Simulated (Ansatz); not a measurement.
**WS2F2: up Jacob's ladder to CCSD(T)**

The task here is to estimate one member of a computed series from the others.

Program: Ansatz 0.2.0, Gaussian basis. Level of theory: functionals in def2-TZVPP, the program's frozen cores in correlated methods. These are calculated values, not measurements.

Levels to be run: LDA (SPW92), PBE-D4, revPBE-D4, BLYP-D4, r2SCAN-D4, B97M-V, PBE0-D4, B3LYP-D4, r2SCANh-D4, r2SCAN0-D4, HSE06-D4, BHLYP-D4, CAM-B3LYP-D4, LC-ωPBE, ωB97X-V, ωB97M-V, B2PLYP, PBE-QIDH; CCSD(T)/def2-SVP; CCSD(T)/def2-TZVPP; MP2/def2-QZVPP; extrapolation to the limit; RPA on PBE.

### The relaxed structure

An earlier PBE0-D4 in a triple-zeta def2 set relaxation fixed the geometry. W takes the def2 core potential; no spin-orbit term is included.

SMILES `[F][W]([F])(=[S])=[S]`, 5 atoms, charge 0, spin multiplicity 1.

Atoms are counted from 1 here; the program's logs count them from 0.

Bond lengths: F1–W2 1.842 Å, W2–F3 1.842 Å, W2–S4 2.111 Å, W2–S5 2.111 Å. Angles: F1–W2–F3 113.3°, F1–W2–S4 108.9°, F1–W2–S5 108.9°, F3–W2–S4 108.9°, F3–W2–S5 108.9°, S4–W2–S5 108.0°.

Set-up of the first run:

The input, in.yaml:

```yaml
crystal:
  periodic: [false, false, false]
  atoms:
    - {symbol: F, position_ang: [-0.573774, -0.380919, 1.755249]}
    - {symbol: W, position_ang: [0.053658, -0.066770, 0.052383]}
    - {symbol: F, position_ang: [1.651575, -0.911510, -0.301441]}
    - {symbol: S, position_ang: [-1.390116, -0.727415, -1.339409]}
    - {symbol: S, position_ang: [0.308657, 2.012915, -0.208181]}
basis:
  gaussian: {orbitals: def2-TZVPP}
hamiltonian: {xc: lda}
output: {orbitals: {seedname: orbitals}}
```

Launch:

```sh
$ ansatz run in.yaml --threads 4 --pin off --events-out ev --progress --plain --max-ram 10444MiB
```

Steps of the session up to this table: LDA; PBE-D4 (GGA); revPBE-D4 (GGA); BLYP-D4 (GGA); r2SCAN-D4 (meta-GGA); B97M-V (meta-GGA); PBE0-D4 (hybrid); B3LYP-D4 (hybrid); r2SCANh-D4 (hybrid); r2SCAN0-D4 (hybrid); HSE06-D4 (hybrid); BHLYP-D4 (hybrid); CAM-B3LYP-D4 (range-separated); LC-ωPBE (range-separated); ωB97X-V (range-separated); ωB97M-V (range-separated); B2PLYP (double hybrid); PBE-QIDH (double hybrid).

One table of the session follows, with a row left open; its other results are not shown here.

It belongs to the step «Frontier levels by functional». 

| functional | HOMO (eV) | LUMO (eV) | gap (eV) |
| --- | --- | --- | --- |
| LDA (SPW92) | -6.85 | -4.10 | 2.75 |
| PBE-D4 | -6.68 | -3.88 | 2.80 |
| revPBE-D4 | -6.61 | -3.79 | 2.82 |
| BLYP-D4 | -6.49 | -3.74 | 2.75 |
| r2SCAN-D4 | -6.97 | -3.88 | 3.09 |
| B97M-V | -7.00 | -3.83 | 3.18 |
| PBE0-D4 | -7.80 | -3.20 | 4.61 |
| B3LYP-D4 | -7.56 | -3.37 | 4.19 |
| r2SCANh-D4 | -7.38 | -3.61 | 3.77 |
| r2SCAN0-D4 | ? | ? | ? |
| HSE06-D4 | -7.42 | -3.57 | 3.85 |
| BHLYP-D4 | -8.76 | -2.33 | 6.42 |
| CAM-B3LYP-D4 | -8.97 | -2.14 | 6.84 |
| LC-ωPBE | -10.24 | -1.09 | 9.15 |
| ωB97X-V | -9.91 | -1.13 | 8.78 |
| ωB97M-V | -9.75 | -1.11 | 8.63 |

Estimate the missing values for r2SCAN0-D4.

Worked estimate for «HOMO (eV)». Against the share of exact exchange, r2SCAN-D4 (0, -6.97), r2SCANh-D4 (0.1, -7.38) give a slope of -4.10 per unit share; at 0.25 the line stands at -7.99.

The run gave: HOMO (eV): -7.99; LUMO (eV): -3.19; gap (eV): 4.80. In «HOMO (eV)» the line misses by 0.00.
